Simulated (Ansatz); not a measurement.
# CH₇ClO₂Si₂: one species, many methods

Aim: compute CH₇ClO₂Si₂ with functionals from several rungs and with coupled cluster. The yardstick is the atomisation energy at the CCSD(T) limit.

Program: Ansatz 0.2.0, Gaussian basis. Level of theory: functionals in def2-TZVPP, the program's frozen cores in correlated methods. These are calculated values, not measurements.

The runs, in order: PBE-D4, r2SCAN-D4, PBE0-D4, B3LYP-D4, ωB97X-V, ωB97M-V, B2PLYP; CCSD(T)/def2-TZVPP; MP2/def2-QZVPP; extrapolation to the limit.

**1. Structure used throughout**

All runs share one geometry, relaxed beforehand with PBE0-D4 in a triple-zeta def2 set.

SMILES `CO[Si](O)([SiH3])Cl`, 13 atoms, charge 0, spin multiplicity 1.

Atoms are counted from 1 here; the program's logs count them from 0.

Bond lengths: C1–O2 1.412 Å, C1–H7 1.090 Å, C1–H8 1.094 Å, C1–H9 1.095 Å, O2–Si3 1.630 Å, Si3–O4 1.626 Å, Si3–Si5 2.333 Å, Si3–Cl6 2.073 Å, O4–H10 0.960 Å, Si5–H11 1.485 Å, Si5–H12 1.488 Å, Si5–H13 1.486 Å. Angles: O2–C1–H7 107.9°, O2–C1–H8 111.1°, O2–C1–H9 111.3°, H7–C1–H8 109.0°, H7–C1–H9 108.6°, H8–C1–H9 108.8°, C1–O2–Si3 126.5°, O2–Si3–O4 108.2°, O2–Si3–Si5 114.6°, O2–Si3–Cl6 107.1°, O4–Si3–Si5 108.3°, O4–Si3–Cl6 110.5°, Si5–Si3–Cl6 108.1°, Si3–O4–H10 118.3°, Si3–Si5–H11 110.1°, Si3–Si5–H12 108.6°, Si3–Si5–H13 110.5°, H11–Si5–H12 109.0° and more.

Geometry (Å):

```xyz
13
CH7ClO2Si2
C    -0.0939   -1.6014    1.3982
O    -0.6269   -0.3208    1.1364
Si    0.0457    0.8367    0.2072
O    -0.7793    2.2185    0.4425
Si    0.0506    0.3661   -2.0780
Cl    2.0125    1.0501    0.8257
H    -0.7532   -2.1003    2.1092
H     0.9082   -1.5308    1.8307
H    -0.0430   -2.2049    0.4861
H    -0.9007    2.5291    1.3427
H     0.7852    1.4258   -2.8148
H     0.7349   -0.9377   -2.2922
H    -1.3401    0.2695   -2.5938
```

**2. PBE-D4 (GGA)**

Contents of in.yaml:

```yaml
crystal:
  periodic: [false, false, false]
  atoms:
    - {symbol: C, position_ang: [-0.093894, -1.601373, 1.398210]}
    - {symbol: O, position_ang: [-0.626860, -0.320811, 1.136422]}
    - {symbol: Si, position_ang: [0.045657, 0.836677, 0.207241]}
    - {symbol: O, position_ang: [-0.779320, 2.218535, 0.442457]}
    - {symbol: Si, position_ang: [0.050641, 0.366134, -2.077963]}
    - {symbol: Cl, position_ang: [2.012494, 1.050064, 0.825688]}
    - {symbol: H, position_ang: [-0.753200, -2.100348, 2.109204]}
    - {symbol: H, position_ang: [0.908228, -1.530770, 1.830723]}
    - {symbol: H, position_ang: [-0.043027, -2.204876, 0.486060]}
    - {symbol: H, position_ang: [-0.900740, 2.529142, 1.342696]}
    - {symbol: H, position_ang: [0.785228, 1.425804, -2.814781]}
    - {symbol: H, position_ang: [0.734871, -0.937674, -2.292206]}
    - {symbol: H, position_ang: [-1.340058, 0.269486, -2.593764]}
basis:
  gaussian: {orbitals: def2-TZVPP}
hamiltonian: {xc: pbe, dispersion: d4}
output: {forces: true, orbitals: {seedname: orbitals}}
```

Run with:

```sh
ansatz run in.yaml --threads 2 --pin off --events-out ev --progress --plain --max-ram 32768MiB --backend cuda --devices 0, --max-vram 18GiB
```

Further steps of the session: r2SCAN-D4 (meta-GGA); PBE0-D4 (hybrid); B3LYP-D4 (hybrid); ωB97X-V (range-separated); ωB97M-V (range-separated); B2PLYP (double hybrid); CCSD(T) in def2-TZVPP; MP2 in def2-QZVPP.

Q: Predict the results of all the runs planned. Wanted: atomisation energy, CCSD(T)/CBS; farthest; mean size of error, hybrid; mean size of error, range-separated; gap, smallest and largest; T1 diagnostic; triples share of the correlation energy.

**Answer**, as computed:

| quantity | value |
| --- | --- |
| atomisation energy, CCSD(T)/CBS | 1121.4 kcal/mol |
| functionals within 5.6 kcal/mol (0.5 %) | PBE-D4, r2SCAN-D4, ωB97X-V, ωB97M-V |
| farthest | B2PLYP (-19.9 kcal/mol) |
| mean size of error, hybrid | 10.1 kcal/mol |
| mean size of error, range-separated | 1.3 kcal/mol |
| gap, smallest and largest | 5.95 eV (PBE-D4), 12.51 eV (ωB97X-V) |
| T1 diagnostic | 0.0119 |
| triples share of the correlation energy | 3.7 % |

What this shows: PBE-D4 misses by +5.1 kcal/mol. Double hybrids carry the basis error of their MP2 part in triple zeta, and no dispersion term here, so their miss is partly the set-up's. Misses under about 5.6 kcal/mol are within the doubt on the reference itself, which lacks core-valence correlation, relativity and higher excitations. Hartree-Fock recovers 73 % of the binding; the rest is correlation. Orbital gaps span 6.0 to 12.5 eV; exact exchange widens them.
